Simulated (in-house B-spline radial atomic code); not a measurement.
# K⁸⁺: ionisation energy by several methods

An exercise on one series of results from a longer session: the logs are not shown, and one member is left open.

The numbers are computed with in-house B-spline radial atomic code version 1 (non-relativistic, several functionals, spin-polarised; spherical all-electron atom at the radial basis limit), except any that are marked as measured or tabulated.

## The atom as given

* element: potassium (Z = 19)
* charge: +8
* electrons: 11
* configuration: [Ne] 3s1
* nucleus: point

The outer shells:

[Ne] 3s1
```
[Ne] core
3s [↑ ]
```

Where spins are not typed, each open shell is filled with up spins first.

The first run:

Input settings:

```ini
Z = 19
electrons = 11.0
configuration = [Ne] 3s1
hamiltonian = nr
method = hse06
spin_polarised = True
```

Among the steps run: HSE06; PBE0; AM05; M06-2X; LDA (PW92); OLYP; PW91; exchange-only LDA; RPBE; fractional-occupation HF.

One table of the session follows, with a row left open; its other results are not shown here.

| method | ΔSCF (eV) |
| --- | --- |
| LDA (PW92) | 175.93 |
| exchange-only LDA | 174.79 |
| AM05 | 175.46 |
| OLYP | 176.12 |
| PW91 | 176.32 |
| RPBE | 176.06 |
| PBE0 | 175.89 |
| M06-2X | 175.76 |
| HSE06 | 175.94 |
| fractional-occupation HF | ? |

Estimate the missing values for fractional-occupation HF.

The run gave: ΔSCF (eV): 174.62. In the column «ΔSCF (eV)» it is the lowest.
